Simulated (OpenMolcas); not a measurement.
# Al: CASSCF and CASPT2 terms and fine-structure levels

Wanted: the level scheme of Al from active-space wave functions, then second-order correlation under several settings.

The numbers are computed with OpenMolcas 26.06 (state-averaged CASSCF and CASPT2, spin-orbit coupling by RASSI with atomic mean-field integrals), except any that are marked as measured or tabulated.

## (1) The atom as given

| Property | Result |
| --- | --- |
| Species | Al (aluminium, Z = 13, 13 electrons) |
| Basis | ANO-RCC [9s9p5d3f2g], 100 functions |
| Scalar Hamiltonian | DKH2, point nucleus |
| Inactive shells | 1s 2s 2p |
| Active space | 3 electrons in 8 orbitals (3s 3p 4s 4p) |
| Some configurations of this space | 3p3, 3s 3p2, 3s2 3p |
| Orbitals | optimised for each spin and parity, averaged over the low roots |

The outer shells:

3p3
```
3p [↑ ][↑ ][↑ ]
```

3s 3p2
```
3s [↑ ]
3p [↑ ][↑ ][  ]
```

3s2 3p
```
3s [↑↓]
3p [↑ ][  ][  ]
```

Each step is its own input file, run in one work folder so that later steps find the files of earlier ones. Labels, J, g values, rates, χT and fits are worked out afterwards by a script from the matrices that RASSI stores.

## (2) Basis and integrals

File a.inp:

```
&GATEWAY
Coord
1

Al 0.0 0.0 0.0
Basis=ANO-RCC
Group=XYZ
NoMove
AngMom=0.0 0.0 0.0
AMFI
&SEWARD
```

Launch:

```sh
$ OMP_NUM_THREADS=1 MOLCAS_MEM=2252 MOLCAS_PROJECT=a pymolcas a.inp > a.log
```

## (3) A small preliminary run for start orbitals

File a.inp:

```
&RASSCF
FileOrb=start.orb
Symmetry=2
Spin=4
nActEl=3 0 0
Inactive=2 3
Ras2=1 3
CIRoot=1 1 1
SDav=1
CIMx=300
Iter=120 100
PrWF=0.3
OrbListing=Nothing
MaxOrb=0
Atom
>>> COPY $Project.JobIph JOBPRE
```

## (4) CASSCF: quartets of odd parity, 1 root

File a.inp:

```
&RASSCF
FileOrb=start.orb
Symmetry=2
Spin=4
nActEl=3 0 0
Inactive=2 3
Ras2=2 6
CIRoot=1 1 1
SDav=26
CIMx=300
Iter=120 100
PrWF=0.3
OrbListing=Nothing
MaxOrb=0
Atom
>>> COPY $Project.JobIph JOB001
```

## (5) Reference wave functions, doublets of odd parity, 3 roots

File a.inp:

```
&RASSCF
FileOrb=start.orb
Symmetry=2
Spin=2
nActEl=3 0 0
Inactive=2 3
Ras2=2 6
CIRoot=3 3 1
SDav=94
CIMx=300
Iter=120 100
PrWF=0.3
OrbListing=Nothing
MaxOrb=0
Atom
>>> COPY $Project.JobIph JOB002
```

## (6) CASSCF: quartets of even parity, 3 roots

File a.inp:

```
&RASSCF
FileOrb=start.orb
Symmetry=1
Spin=4
nActEl=3 0 0
Inactive=2 3
Ras2=2 6
CIRoot=3 3 1
SDav=30
CIMx=300
Iter=120 100
PrWF=0.3
OrbListing=Nothing
MaxOrb=0
Atom
>>> COPY $Project.JobIph JOB003
```

## (7) Reference wave functions, doublets of even parity, 5 roots

File a.inp:

```
&RASSCF
FileOrb=start.orb
Symmetry=1
Spin=2
nActEl=3 0 0
Inactive=2 3
Ras2=2 6
CIRoot=5 5 1
SDav=74
CIMx=300
Iter=120 100
PrWF=0.3
OrbListing=Nothing
MaxOrb=0
Atom
>>> COPY $Project.JobIph JOB004
```

## (8) State interaction with spin-orbit coupling

File a.inp:

```
&RASSI
NrOfJobIphs=3 3 3 5
1 2 3
1 2 3
1 2 3 4 5
IphNames
JOB002
JOB003
JOB004
EJob
SpinOrbit
DIPRint=1.0
SOCoupling=1000.0
Subsets=2
MEES
Property=10
'ANGMOM' 1 'ANGMOM' 2 'ANGMOM' 3 'MLTPL  1' 1 'MLTPL  1' 2 'MLTPL  1' 3
'AMFI' 1 'AMFI' 2 'AMFI' 3 'MLTPL  2' 6
SOProperty=3
'ANGMOM' 1 'ANGMOM' 2 'ANGMOM' 3
```

## (9) CASPT2: IPEA 0.25, imaginary shift 0.1 (closed shells correlated: 2s 2p)

File a.inp:

```
>>> COPY JOB002 $Project.JobIph
&CASPT2
Multistate=3 1 2 3
Frozen=1 0
IPEA=0.25
Imaginary=0.1
MaxIter=60
WThr=0.0 0.3 0.05
PrWF=0.5
NoMix
>>> COPY JOB003 $Project.JobIph
&CASPT2
Multistate=3 1 2 3
Frozen=1 0
IPEA=0.25
Imaginary=0.1
MaxIter=60
WThr=0.0 0.3 0.05
PrWF=0.5
NoMix
>>> COPY JOB004 $Project.JobIph
&CASPT2
Multistate=5 1 2 3 4 5
Frozen=1 0
IPEA=0.25
Imaginary=0.1
MaxIter=60
WThr=0.0 0.3 0.05
PrWF=0.5
NoMix
```

## (10) CASPT2: IPEA 0, imaginary shift 0.1 (closed shells correlated: 2s 2p), extended multistate

File a.inp:

```
>>> COPY JOB002 $Project.JobIph
&CASPT2
XMultistate=3 1 2 3
Frozen=1 0
IPEA=0.0
Imaginary=0.1
MaxIter=60
WThr=0.0 0.3 0.05
PrWF=0.5
NoMix
>>> COPY JOB003 $Project.JobIph
&CASPT2
XMultistate=3 1 2 3
Frozen=1 0
IPEA=0.0
Imaginary=0.1
MaxIter=60
WThr=0.0 0.3 0.05
PrWF=0.5
NoMix
>>> COPY JOB004 $Project.JobIph
&CASPT2
XMultistate=5 1 2 3 4 5
Frozen=1 0
IPEA=0.0
Imaginary=0.1
MaxIter=60
WThr=0.0 0.3 0.05
PrWF=0.5
NoMix
```

(Steps that only read results are left out.)

What does the calculation give? Wanted: lowest level; first excited level; lowest level of another term; spin-orbit lowering of the lowest level; strongest of the lines computed, by gA, at SS-CASPT2 energies.

As calculated:

```
                                                     quantity                                                                        value
                                                       method  SS-CASPT2, IPEA 0.25, imaginary shift 0.1 (closed shells correlated: 2s 2p)
                                                 lowest level                                3s2 3p 2P* 1/2, 100 % of that term, g = 0.666
                                  ground level listed by NIST                                                                       2P°1/2
                                          first excited level                                                  3s2 3p 2P* 3/2 at 0.0102 eV
                                 lowest level of another term                                                    3s 3p2 4P 1/2 at 3.462 eV
                      spin-orbit lowering of the lowest level                                                                    0.0068 eV
strongest of the lines computed, by gA, at SS-CASPT2 energies                   3s 3p2 2D 5/2 → 3s2 3p 2P* 3/2, 256.6 nm, A = 2.12e+08 s⁻¹
```

Cost and accuracy by method:

```
                                              method  time of its own steps  time with the reference  mean absolute difference from the measured levels (cm-1)
                                           A. CASSCF                   38 s                     38 s                                                      3000
B. SS-CASPT2, IPEA 0.25, imaginary shift 0.1, +2s 2p                   12 s                     50 s                                                       840
  C. XMS-CASPT2, IPEA 0, imaginary shift 0.1, +2s 2p                   11 s                     48 s                                                       600
```

Times are of one thread on a shared host.

**Reading.** The multiplet 2P* is regular. Method C lies closest to the measured levels (600 cm⁻¹ on average) and A farthest (3000). Only the configurations of the active space and the roots asked for are present. Not all states of the active space went into the spin-orbit step. CASPT2 does not keep the components of a term degenerate, and the means are used. The levels of the extra active shells were not computed. No d shell is active. Levels of other configurations are missing from the list.
